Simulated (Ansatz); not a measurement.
# C5H8OS: the cost of one run

All numbers below are computed with Ansatz 0.2.0 (RHF/STO-3G).

1 further run of the same task is left out (set aside as unsound or not needed).

### 1 The system as given

Bond lengths (14 of 15 bonds, heavy atoms first): C1–C2 1.513 Å, C2–C3 1.323 Å, C3–O4 1.424 Å, O4–C5 1.446 Å, C5–C6 1.535 Å, C2–S7 1.732 Å, C5–S7 1.806 Å, C1–H8 1.060 Å, C1–H9 1.113 Å, C1–H10 1.101 Å, C3–H11 1.110 Å, C5–H12 1.112 Å, C6–H13 1.140 Å, C6–H14 1.072 Å. Angles (14 of 26 angles, heavy atoms first): C1–C2–C3 126.5°, C1–C2–S7 122.5°, C3–C2–S7 111.0°, C2–C3–O4 120.6°, C3–O4–C5 105.9°, O4–C5–C6 109.4°, O4–C5–S7 111.8°, C6–C5–S7 112.3°, C2–S7–C5 90.4°, C2–C1–H8 110.1°, C2–C1–H9 105.6°, C2–C1–H10 109.8°, C2–C3–H11 127.3°, O4–C3–H11 111.7°.

As a file:

```xyz
15

C    -0.4724   -2.6218    0.1665
C    -0.0720   -1.1631    0.1595
C     0.0583   -0.3777    1.2165
O     0.5883    0.9367    1.0827
C     0.7476    1.1578   -0.3378
C    -0.0884    2.3730   -0.7614
S     0.3431   -0.3194   -1.2956
H     0.2824   -3.2091   -0.2908
H    -1.4395   -2.6698   -0.3826
H    -0.7185   -2.9360    1.1929
H    -0.0964   -0.6519    2.2807
H     1.8310    1.3866   -0.4348
H    -1.2062    2.2107   -0.6067
H     0.0456    2.6099   -1.7984
H     0.1753    3.2233   -0.1613
```

### 2 Relaxing the start

input.yaml

```yaml
crystal:
  periodic: [false, false, false]
  atoms:
    - { symbol: C, position_ang: [-0.4724, -2.6218, 0.1665] }
    - { symbol: C, position_ang: [-0.072, -1.1631, 0.1595] }
    - { symbol: C, position_ang: [0.0583, -0.3777, 1.2165] }
    - { symbol: O, position_ang: [0.5883, 0.9367, 1.0827] }
    - { symbol: C, position_ang: [0.7476, 1.1578, -0.3378] }
    - { symbol: C, position_ang: [-0.0884, 2.373, -0.7614] }
    - { symbol: S, position_ang: [0.3431, -0.3194, -1.2956] }
    - { symbol: H, position_ang: [0.2824, -3.2091, -0.2908] }
    - { symbol: H, position_ang: [-1.4395, -2.6698, -0.3826] }
    - { symbol: H, position_ang: [-0.7185, -2.936, 1.1929] }
    - { symbol: H, position_ang: [-0.0964, -0.6519, 2.2807] }
    - { symbol: H, position_ang: [1.831, 1.3866, -0.4348] }
    - { symbol: H, position_ang: [-1.2062, 2.2107, -0.6067] }
    - { symbol: H, position_ang: [0.0456, 2.6099, -1.7984] }
    - { symbol: H, position_ang: [0.1753, 3.2233, -0.1613] }
basis:
  gaussian: { orbitals: STO-3G }
hamiltonian:
  xc: hf
relax:
  f_tol: 0.02
  max_steps: 40
scf:
  lower_state_search: "off"
output:
  orbitals: {}
```

Run with:

```console
$ ansatz run input.yaml --threads 1 --pin off --max-ram 2048MiB --backend cpu --events-out ev --progress --plain --runs-dir out
```

What time and memory should one allow on 1 thread of Arm Neoverse V1, shared host?

About 12 s, with a peak of 0.11 GiB.
